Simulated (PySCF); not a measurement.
**C4H4F4: electronic excitations**

What electronic excitations should C4H4F4 (`FC/C=C/C(F)(F)F`) show?

Programs: PySCF 2.14.0, with density-fitted response routines of our own. Each step states its level of theory. These are calculated values for one molecule in the gas phase, unless marked as measured. Atoms are numbered from 0 throughout.

### 1 Starting geometry

12 atoms, charge 0, multiplicity 1; geometry from: GFN2-xTB.

Bonds of the start (Å): F0–C1 1.37, C1–C2 1.49, C2–C3 1.32, C3–C4 1.49, C4–F5 1.34, C4–F6 1.34, C4–F7 1.34, C1–H8 1.10, C1–H9 1.10, C2–H10 1.08, C3–H11 1.08.

### 2 TDDFT and polarisability: CAM-B3LYP/def2-SVPD

The job: settings as JSON, then the geometry in Å.

```
{"job": {"kind": "uv", "xc": "CAM-B3LYP", "basis": "def2-SVPD", "nstates": 8, "ntriplets": 3}, "charge": 0, "multiplicity": 1}
F     -2.185198    -0.952017     0.756463
C     -1.961523     0.096640    -0.091921
C     -0.508206     0.356235    -0.294400
C      0.454906    -0.345257     0.280274
C      1.906207    -0.063567     0.060226
F      2.540071     0.228965     1.209062
F      2.548928    -1.121845    -0.463427
F      2.129116     0.966076    -0.769769
H     -2.451028     0.976013     0.344728
H     -2.444980    -0.150076    -1.045393
H     -0.284810     1.178183    -0.960272
H      0.257716    -1.170035     0.948402
```

Level: TDDFT CAM-B3LYP/def2-SVPD, vertical, gas phase, core orbitals frozen in the response.

Started as:

```console
OMP_NUM_THREADS=1 python probes_run.py task.json out
```

This one command runs all jobs of the session in turn.

Predict these results of the whole session: lowest singlet (CAM-B3LYP/def2-SVPD); lowest triplet; surface potential, 1st and 99th percentile.

**Answer**, as computed:

| quantity | value |
| --- | --- |
| lowest singlet (CAM-B3LYP/def2-SVPD) | 7.54 eV (165 nm), f = 0.486 |
| lowest triplet | 4.43 eV |
| surface potential, 1st and 99th percentile | -0.69 V and 1.51 V |

The lowest singlet, at 7.54 eV, is HOMO→LUMO 0.97 and is bright. The lowest triplet lies 3.10 eV below the lowest singlet (triplets in Tamm-Dancoff, singlets in full TDDFT).
